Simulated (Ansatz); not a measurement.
# AlN (relaxed): the cost of one run

Program: Ansatz 0.2.0. Level of theory: DFT HSE06, scalar-relativistic, plane waves, PAW. These are calculated values, not measurements.

## Step 1: Starting point

The structure is hexagonal, space group P6_3mc (No. 186). The conventional cell has a = 3.130 Å, b = 3.130 Å, c = 5.018 Å, α = 90.00°, β = 90.00°, γ = 120.00°. Al (site symmetry 3m) is surrounded by 4 N at 1.90 to 1.91 Å. N (site symmetry 3m) has 4 Al at 1.90 to 1.91 Å as nearest neighbours.

Structure file:

```xyz
4
Lattice="3.1302 0.0000 0.0000 -1.5651 2.7108 0.0000 0.0000 0.0000 5.0180" Properties=species:S:1:pos:R:3 pbc="T T T"
Al    0.0000    1.8072    0.0012
Al    1.5651    0.9036    2.5101
N     0.0000    1.8072    1.9157
N     1.5651    0.9036    4.4247
```

## Step 2: Single point: AlN (relaxed), no spin

Input file input.yaml:

```yaml
crystal:
  lattice:
    - [3.1301972936, 0.0, 0.0]
    - [-1.5650986468, 2.7108303751, 0.0]
    - [0.0, 0.0, 5.0179543622]
  atoms:
    - { symbol: Al, position: [0.3333333333, 0.6666666667, 0.0002300017] }
    - { symbol: Al, position: [0.6666666667, 0.3333333333, 0.5002300017] }
    - { symbol: "N", position: [0.3333333333, 0.6666666667, 0.3817699983] }
    - { symbol: "N", position: [0.6666666667, 0.3333333333, 0.8817699983] }
scf:
  occupations: { method: fixed }
output:
  eigenvalues: true
  write_density: true
  write_potential: true
  elf: true
  volumetric_format: npy
hamiltonian:
  xc: hse06
basis:
  ecutwfc: 480
kpoints:
  mp_grid: { grid: [6, 6, 4] }
```

Run with:

```
$ ansatz run input.yaml --threads 8 --pin off --max-ram 16384MiB --backend cpu --events-out ev --progress --plain --runs-dir out
```

**Question.** How long does this run take on 8 threads of AMD EPYC 7R13 (Zen 3), shared host, and how much memory does it need?

About 4 s, with a peak of 1.2 GiB.
